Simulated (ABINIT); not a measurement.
A run of ABINIT 10.8.3 (patched build) is set up as follows.

File run.abi:

```
# Datasets: ground state, then fixed potential
ndtset 2

# Pseudopotentials
pp_dirpath "./"
pseudos "Zr.upf, B.upf"

# Structure
structure "poscar:POSCAR"
natom 2

# Plane-wave basis
ecut 38.0

# Exchange and correlation
ixc 11

# Bands and occupations
occopt 7
tsmear 0.136 eV

# Spin
nsppol 2
spinat
     0.0000000000     0.0000000000     0.5000000000
     0.0000000000     0.0000000000     0.0000000000
spinmagntarget 0.0

# SCF cycle
nstep 100

# Output
iomode 3
prtwf 0
prteig 0
prtebands 0
enunit 1
prtden1 1

# Dataset 1
kptopt1 1
ngkpt1 8 8 8
nshiftk1 1
shiftk1 0.0 0.0 0.0
nband1 12
tolvrs1 1.0e-10

# Dataset 2: bands along G-X-W-K-G-L-U-W-L-K
iscf2 -2
getden2 1
nband2 16
nbdbuf2 2
tolwfr2 1.0e-12
kptopt2 -9
ndivsm2 5
prteig2 1
kptbounds2
     0.0000000000     0.0000000000     0.0000000000
     0.5000000000     0.0000000000     0.5000000000
     0.5000000000     0.2500000000     0.7500000000
     0.3750000000     0.3750000000     0.7500000000
     0.0000000000     0.0000000000     0.0000000000
     0.5000000000     0.5000000000     0.5000000000
     0.6250000000     0.2500000000     0.6250000000
     0.5000000000     0.2500000000     0.7500000000
     0.5000000000     0.5000000000     0.5000000000
     0.3750000000     0.3750000000     0.7500000000
```

POSCAR

```
ZrB
1.0
    0.0000000000      2.3250000000      2.3250000000
    2.3250000000      0.0000000000      2.3250000000
    2.3250000000      2.3250000000      0.0000000000
Zr B
1 1
Direct
    0.0000000000      0.0000000000      0.0000000000  Zr
    0.5000000000      0.5000000000      0.5000000000  B
```

Potentials or basis: PseudoDojo NC SR PBE v0.5 stringent.

Command:

```bash
$ abinit run.abi > log 2>&1
```

(1) Predict the pressure.

Answers

(1) 35.0 GPa.

Caveat: a pressure of tens of GPa on the cell as given is suspect, and the run, the potentials or the cell itself is likely at fault; the total moment is fixed, so each spin has its own Fermi level.
